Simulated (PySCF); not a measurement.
# K2S: the energy surface near the minimum

How stiff is K2S (singlet) against rigid distortions? The scans start from its PBE0 minimum.

Method: PBE0, basis S def2-TZVP, K def2-TZVP, no relativity, density fitting; program: PySCF 2.14.0.

## (1) Where the work starts

3 atoms, charge 0, spin multiplicity 1.

Bond lengths: S1–K2 2.726 Å, S1–K3 2.726 Å. Angles: K2–S1–K3 173.7°.

Z-matrix (Å, degrees; charge 0 multiplicity 1):
```
S
K  1 2.7255
K  1 2.7255 2 173.65
```

## (2) Breathing scan

One driver script runs all scans and calls PySCF for each point, on a (75, 302) grid.

On the command line:

```console
$ OMP_NUM_THREADS=2 python axn.py task.json out
```

A rigid scan with PBE0: all bonds to the central atom are scaled together. Each point starts from its neighbour's orbitals, and energies count from the minimum.

```tsv
scale of all bonds to the centre	energy (kJ/mol)	dipole size (D)
0.88	83.2	0.77
0.92	32.4	0.81
0.96	7.1	0.84
1.00	0.0	0.87
1.04	5.6	0.90
1.08	19.9	0.91
1.14	51.5	0.93
1.22	103.0	0.92
1.35	190.1	0.75
```

The scan ran for 9.2 s (2 threads of Arm Neoverse V1, shared host).

## (3) Stretching one bond

A rigid scan with PBE0: the bond from S to the last atom (K) is scaled and the rest held.

```tsv
scale of one bond	energy (kJ/mol)	dipole size (D)
0.92	15.4	1.21
0.96	3.4	0.96
1.00	0.0	0.87
1.05	4.1	1.04
1.12	19.2	1.58
1.20	43.2	2.30
1.35	92.7	3.50
1.55	151.4	4.42
1.80	204.9	4.49
2.20	252.0	3.87
```

The scan took 12 s.

A restricted determinant lies too high at long bonds, where the pair should uncouple.

## (4) Bending curve

A rigid scan with PBE0: the K–S–K angle changes, with bonds held.

```tsv
bond angle (°)	energy (kJ/mol)	dipole size (D)
80	56.4	11.30
90	33.8	10.52
100	19.4	9.67
110	10.6	8.72
120	5.7	7.68
130	3.0	6.54
140	1.4	5.33
150	0.5	4.05
160	0.2	2.73
170	0.0	1.37
180	0.0	0.00
```

The scan took 12 s.

## (5) Results

| quantity | value |
| --- | --- |
| all bonds 4 % longer | 5.6 kJ/mol |
| one bond 20 % longer | 43.2 kJ/mol |

What this shows: Shortening all bonds by 4 % costs 7.1 kJ/mol and lengthening them 5.6: the wall is steeper on the short side.
